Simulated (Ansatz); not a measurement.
# Ga2SbN3: the cost of one run

Computed with Ansatz 0.2.0 (DFT PBE, scalar-relativistic, plane waves, PAW, unless a step names another level, unless a step's input says otherwise).

1 further run of the same task is left out (it didn't finish).

## 1. The starting structure

Symmetry: Cmc2_1, No. 36, orthorhombic system. The conventional cell has a = 10.384 Å, b = 5.776 Å, c = 5.551 Å, α = 90.00°, β = 90.00°, γ = 90.00°. Ga (site symmetry 1) has 4 N at 1.94 to 2.04 Å as nearest neighbours. Sb (site symmetry m) is surrounded by 4 N at 2.22 to 2.31 Å. N (site symmetry 1) is surrounded by 3 Ga at 1.94 to 1.96 Å and 1 Sb at 2.31 Å. Around N (site symmetry m) lie 2 Ga at 2.04 Å and 2 Sb at 2.22 to 2.27 Å.

Coordinates:

```
Ga Sb N
1.0
     5.19217   -2.88784    0.00000
     5.19217    2.88784    0.00000
     0.00000    0.00000    5.55095
Ga Sb N
4 2 6
Direct
  0.49566 0.15167 0.00239
  0.15167 0.49566 0.50239
  0.50434 0.84833 0.50239
  0.84833 0.50434 0.00239
  0.20312 0.79688 0.05687
  0.79688 0.20312 0.55687
  0.17294 0.43507 0.15505
  0.56493 0.82706 0.15505
  0.82265 0.17735 0.95505
  0.43507 0.17294 0.65505
  0.82706 0.56493 0.65505
  0.17735 0.82265 0.45505
```

It came out lowest among 28 distinct ends of the trial cells. At a tolerance of 0.02 Å it has space group Cmc2_1 (No. 36).

## 2. Relaxing to 0.001 eV/Å, on the response runs' mesh and smearing

input.yaml reads:

```yaml
crystal:
  lattice:
    - [5.1921710147, -2.8878357987, 0.0]
    - [5.1921710147, 2.8878357987, 0.0]
    - [0.0, 0.0, 5.5509486264]
  atoms:
    - { symbol: Ga, position: [0.4956574866, 0.1516666476, 0.0023900618] }
    - { symbol: Ga, position: [0.1516666476, 0.4956574866, 0.5023900618] }
    - { symbol: Ga, position: [0.5043425134, 0.8483333524, 0.5023900618] }
    - { symbol: Ga, position: [0.8483333524, 0.5043425134, 0.0023900618] }
    - { symbol: Sb, position: [0.2031173508, 0.7968826492, 0.0568692055] }
    - { symbol: Sb, position: [0.7968826492, 0.2031173508, 0.5568692055] }
    - { symbol: "N", position: [0.1729422865, 0.4350738241, 0.1550495773] }
    - { symbol: "N", position: [0.5649261759, 0.8270577135, 0.1550495773] }
    - { symbol: "N", position: [0.8226519917, 0.1773480083, 0.9550515164] }
    - { symbol: "N", position: [0.4350738241, 0.1729422865, 0.6550495773] }
    - { symbol: "N", position: [0.8270577135, 0.5649261759, 0.6550495773] }
    - { symbol: "N", position: [0.1773480083, 0.8226519917, 0.4550515164] }
basis:
  ecutwfc: 420
kpoints:
  mp_grid: { grid: [6, 6, 6] }
hamiltonian:
  xc: pbe
scf:
  occupations: { method: fixed }
output:
  forces: true
  stress: true
  eigenvalues: true
relax:
  adjacent_minimum: "off"
  f_tol: 0.001
  max_steps: 60
  cell: { stress_tol: 0.01 }
```

The run is started by

```sh
$ ansatz run input.yaml --threads 3 --pin off --max-ram 7680MiB --backend cpu --events-out ev --progress --plain --runs-dir out
```

**Question.** How long does this run take on 3 threads of Intel Xeon Platinum 8375C at 2.90GHz (Ice Lake), shared host, and how much memory does it need?

About 76 s, with a peak of 0.81 GiB.
